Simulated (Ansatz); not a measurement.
**CH₇AlB₂Si: up Jacob's ladder to CCSD(T)**

The task here is to estimate one member of a computed series from the others.

Computed with Ansatz 0.2.0, Gaussian basis. Level: functionals in def2-TZVPP, the program's frozen cores in correlated methods.

Plan: LDA (SPW92), PBE-D4, revPBE-D4, BLYP-D4, r2SCAN-D4, B97M-V, PBE0-D4, B3LYP-D4, r2SCANh-D4, r2SCAN0-D4, HSE06-D4, BHLYP-D4, CAM-B3LYP-D4, LC-ωPBE, ωB97X-V, ωB97M-V, B2PLYP, PBE-QIDH; CCSD(T)/def2-SVP; CCSD(T)/def2-TZVPP; MP2/def2-QZVPP; extrapolation to the limit; RPA on PBE.

## The geometry

An earlier PBE0-D4 in a triple-zeta def2 set relaxation fixed the geometry.

12 atoms, charge 0, spin multiplicity 1.

Atoms are counted from 1 here; the program's logs count them from 0.

Bond lengths: Si1–B2 1.983 Å, Si1–H6 1.492 Å, Si1–H7 1.492 Å, Si1–H8 1.491 Å, B2–B3 1.572 Å, B2–Al5 2.077 Å, B2–H9 1.267 Å, B3–C4 1.461 Å, B3–Al5 2.043 Å, C4–Al5 2.155 Å, C4–H10 1.094 Å, C4–H11 1.088 Å, Al5–H9 1.886 Å, Al5–H12 1.570 Å. Angles: B2–Si1–H6 112.3°, B2–Si1–H7 112.4°, B2–Si1–H8 110.9°, H6–Si1–H7 106.5°, H6–Si1–H8 107.1°, H7–Si1–H8 107.3°, Si1–B2–B3 135.6°, Si1–B2–Al5 147.1°, Si1–B2–H9 113.2°, B3–B2–Al5 66.4°, B3–B2–H9 109.3°, Al5–B2–H9 63.3°, B2–B3–C4 142.4°, B2–B3–Al5 68.7°, C4–B3–Al5 73.8°, B3–C4–Al5 65.6°, B3–C4–H10 122.2°, B3–C4–H11 122.0° and more.

The first run:

in.yaml reads:

```yaml
crystal:
  periodic: [false, false, false]
  atoms:
    - {symbol: Si, position_ang: [-2.330514, -0.618718, -0.131449]}
    - {symbol: B, position_ang: [-0.469995, 0.057753, -0.241029]}
    - {symbol: B, position_ang: [0.517849, 0.788515, 0.738726]}
    - {symbol: C, position_ang: [1.938928, 1.008619, 0.997478]}
    - {symbol: Al, position_ang: [1.528663, -0.383106, -0.595381]}
    - {symbol: H, position_ang: [-3.321625, 0.362358, -0.661717]}
    - {symbol: H, position_ang: [-2.523970, -1.878286, -0.907689]}
    - {symbol: H, position_ang: [-2.710391, -0.906561, 1.281101]}
    - {symbol: H, position_ang: [-0.059059, 0.198670, -1.431031]}
    - {symbol: H, position_ang: [2.527946, 0.335321, 1.626411]}
    - {symbol: H, position_ang: [2.391370, 1.995611, 0.925590]}
    - {symbol: H, position_ang: [2.587798, -1.015477, -1.567010]}
basis:
  gaussian: {orbitals: def2-TZVPP}
hamiltonian: {xc: lda}
output: {orbitals: {seedname: orbitals}}
```

Command:

```console
ansatz run in.yaml --threads 4 --pin off --events-out ev --progress --plain --max-ram 10444MiB
```

Among the steps run: LDA; PBE-D4 (GGA); revPBE-D4 (GGA); BLYP-D4 (GGA); r2SCAN-D4 (meta-GGA); B97M-V (meta-GGA); B3LYP-D4 (hybrid); r2SCANh-D4 (hybrid); r2SCAN0-D4 (hybrid); HSE06-D4 (hybrid); BHLYP-D4 (hybrid); CAM-B3LYP-D4 (range-separated); LC-ωPBE (range-separated); ωB97X-V (range-separated); ωB97M-V (range-separated); B2PLYP (double hybrid); PBE-QIDH (double hybrid).

One of the session's tables, all rows but one given; the rest of the session is left out.

It belongs to the step «Frontier levels by functional». 

| functional | HOMO (eV) | LUMO (eV) | gap (eV) |
| --- | --- | --- | --- |
| LDA (SPW92) | -5.71 | -2.48 | 3.23 |
| PBE-D4 | -5.59 | -2.30 | 3.29 |
| revPBE-D4 | -5.54 | -2.22 | 3.32 |
| BLYP-D4 | -5.40 | -2.17 | 3.22 |
| r2SCAN-D4 | -5.73 | -2.07 | 3.66 |
| B97M-V | -5.80 | -2.15 | 3.65 |
| PBE0-D4 | -6.48 | -1.50 | 4.98 |
| B3LYP-D4 | -6.27 | -1.70 | 4.57 |
| r2SCANh-D4 | -6.07 | -1.79 | 4.29 |
| r2SCAN0-D4 | -6.58 | -1.37 | 5.21 |
| HSE06-D4 | -6.10 | -1.87 | 4.22 |
| BHLYP-D4 | -7.20 | -0.68 | 6.52 |
| CAM-B3LYP-D4 | -7.60 | -0.54 | 7.07 |
| LC-ωPBE | -8.87 | 0.51 | 9.37 |
| ωB97X-V | ? | ? | ? |
| ωB97M-V | -8.44 | 0.15 | 8.59 |

Estimate the missing values for ωB97X-V.

As computed: HOMO (eV): -8.56; LUMO (eV): 0.41; gap (eV): 8.97. In the column «HOMO (eV)» it lies between LC-ωPBE (-8.87) and ωB97M-V (-8.44).
